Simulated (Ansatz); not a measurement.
Ta3AsAu2O13:

```xyz
19
Lattice="5.7238 -0.0075 -0.0040 1.3028 6.2550 0.0056 0.2757 1.3007 8.3675" Properties=species:S:1:pos:R:3 pbc="T T T"
Ta    1.8016    2.6675    4.8901
Ta    0.6106    1.9943    8.3559
Ta    4.2828    4.5395    4.2252
As    4.7578    6.6860    6.9518
Au    3.4916    0.8150    1.5556
Au    1.4492    5.7148    3.7432
O     4.8936    5.2811    5.9496
O     3.3221    1.7411    5.8246
O     6.2809    6.7422    7.6940
O     3.3672    6.6706    7.9235
O     4.5687    1.8638    0.2577
O     1.7240    1.5064    0.9269
O     0.9962    1.2256    4.1088
O     3.3758    2.9946    3.6400
O     0.9058    2.6910    6.5776
O     6.1615    3.9169    3.8186
O     4.0664    5.7780    2.9290
O     2.4385    4.7506    5.2300
O     6.5613    6.2408    1.8957
```

The cell was built by a generator and needn't be a form met in nature.

Base run:

```yaml
Program: Ansatz 0.2.0
Functional: PBEsol
Potentials_or_basis: all-electron LAPW, scalar-relativistic
Cutoff: 522 eV
Density_cutoff: 2088 eV
Basis_error_allowed: 0.003 eV/atom
k_mesh: 4 × 4 × 3
Occupations: fermi-dirac, width 0.05 eV
Spin: no spin polarisation
```

Its results: band gap on the k mesh 1.26 eV, indirect (least direct gap 1.33 eV); pressure -4.5 GPa; largest force 0.443 eV/Å.

**Question.** After a change of settings the same cell gave: band gap on the k mesh 1.31 eV, indirect (least direct gap 1.37 eV); pressure 2.4 GPa; largest force 0.195 eV/Å. Which change was it?
A. functional from PBEsol to PBE; hubbard terms from none to Au d U = 3 eV, Ta d U = 3 eV
B. functional from PBEsol to revPBE
C. functional from PBEsol to PBE
D. functional from PBEsol to PBE; k mesh from 4 × 4 × 3 to 5 × 5 × 4

**Answer.** B.

revPBE binds less tightly than PBEsol, so the same cell stands under more pressure.

Caveats: spin-orbit coupling is left out, which moves the levels of the heavy elements.

Not every run made on this cell is shown here.
